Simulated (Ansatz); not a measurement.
# FH4N2OTa: one species, many methods

An exercise on one series of results from a longer session: the logs are not shown, and one member is left open.

Method: functionals in def2-TZVPP, the program's frozen cores in correlated methods; program: Ansatz 0.2.0, Gaussian basis.

Plan: LDA (SPW92), PBE-D4, revPBE-D4, BLYP-D4, r2SCAN-D4, B97M-V, PBE0-D4, B3LYP-D4, r2SCANh-D4, r2SCAN0-D4, HSE06-D4, BHLYP-D4, CAM-B3LYP-D4, LC-ωPBE, ωB97X-V, ωB97M-V, B2PLYP, PBE-QIDH; CCSD(T)/def2-SVP; CCSD(T)/def2-TZVPP; MP2/def2-QZVPP; extrapolation to the limit; RPA on PBE.

## The geometry

The geometry comes from an earlier relaxation with PBE0-D4 in a triple-zeta def2 set; it is a stationary point, not always the lowest conformer. Ta takes the def2 core potential; no spin-orbit term is included.

9 atoms, charge 0, spin multiplicity 1.

Atoms are counted from 1 here; the program's logs count them from 0.

Bond lengths: N1–Ta2 1.978 Å, N1–H6 1.010 Å, N1–H7 1.009 Å, Ta2–N3 1.978 Å, Ta2–O4 1.717 Å, Ta2–F5 1.898 Å, N3–H8 1.009 Å, N3–H9 1.010 Å. Angles: Ta2–N1–H6 125.9°, Ta2–N1–H7 124.0°, H6–N1–H7 110.0°, N1–Ta2–N3 112.2°, N1–Ta2–O4 106.5°, N1–Ta2–F5 109.8°, N3–Ta2–O4 106.5°, N3–Ta2–F5 109.8°, O4–Ta2–F5 112.2°, Ta2–N3–H8 124.0°, Ta2–N3–H9 125.9°, H8–N3–H9 110.0°.

Set-up of the first run:

in.yaml reads:

```yaml
crystal:
  periodic: [false, false, false]
  atoms:
    - {symbol: N, position_ang: [-0.035673, 1.628357, 0.466260]}
    - {symbol: Ta, position_ang: [0.350630, -0.011333, -0.570822]}
    - {symbol: N, position_ang: [-0.376954, -1.633167, 0.297294]}
    - {symbol: O, position_ang: [-0.476879, 0.152720, -2.065903]}
    - {symbol: F, position_ang: [2.224638, -0.195283, -0.805401]}
    - {symbol: H, position_ang: [0.248780, 1.806957, 1.418524]}
    - {symbol: H, position_ang: [-0.609224, 2.386975, 0.129149]}
    - {symbol: H, position_ang: [-1.091150, -2.218505, -0.109412]}
    - {symbol: H, position_ang: [-0.145668, -1.963022, 1.223210]}
basis:
  gaussian: {orbitals: def2-TZVPP}
hamiltonian: {xc: lda}
output: {orbitals: {seedname: orbitals}}
```

Steps of the session up to this table: LDA; PBE-D4 (GGA); revPBE-D4 (GGA); BLYP-D4 (GGA); r2SCAN-D4 (meta-GGA); B97M-V (meta-GGA); PBE0-D4 (hybrid); B3LYP-D4 (hybrid); r2SCANh-D4 (hybrid); r2SCAN0-D4 (hybrid); HSE06-D4 (hybrid); BHLYP-D4 (hybrid); CAM-B3LYP-D4 (range-separated); LC-ωPBE-D4 (range-separated; the results give it without D4); ωB97X-V (range-separated); ωB97M-V (range-separated); B2PLYP (double hybrid); PBE-QIDH (double hybrid).

One table of the session follows, with a row left open; its other results are not shown here.

It belongs to the step «Frontier levels by functional». 

```
  functional  HOMO (eV)  gap (eV)
 LDA (SPW92)      -6.67      5.13
      PBE-D4      -6.45      5.17
   revPBE-D4      -6.37      5.18
     BLYP-D4      -6.33      5.14
   r2SCAN-D4      -6.77      5.68
      B97M-V      -6.81      5.79
     PBE0-D4      -7.88      7.49
    B3LYP-D4      -7.64      6.98
  r2SCANh-D4      -7.30      6.54
  r2SCAN0-D4          ?         ?
    HSE06-D4      -7.47      6.70
    BHLYP-D4      -9.22      9.41
CAM-B3LYP-D4      -9.31      9.68
     LC-ωPBE     -10.70     12.31
     ωB97X-V     -10.31     11.70
     ωB97M-V     -10.21     11.14
```

Estimate the missing values for r2SCAN0-D4.

Worked estimate for «HOMO (eV)». Against the share of exact exchange, r2SCAN-D4 (0, -6.77), r2SCANh-D4 (0.1, -7.30) give a slope of -5.30 per unit share; at 0.25 the line stands at -8.09.

As computed: HOMO (eV): -8.11; gap (eV): 7.85. In «HOMO (eV)» the line misses by +0.02.
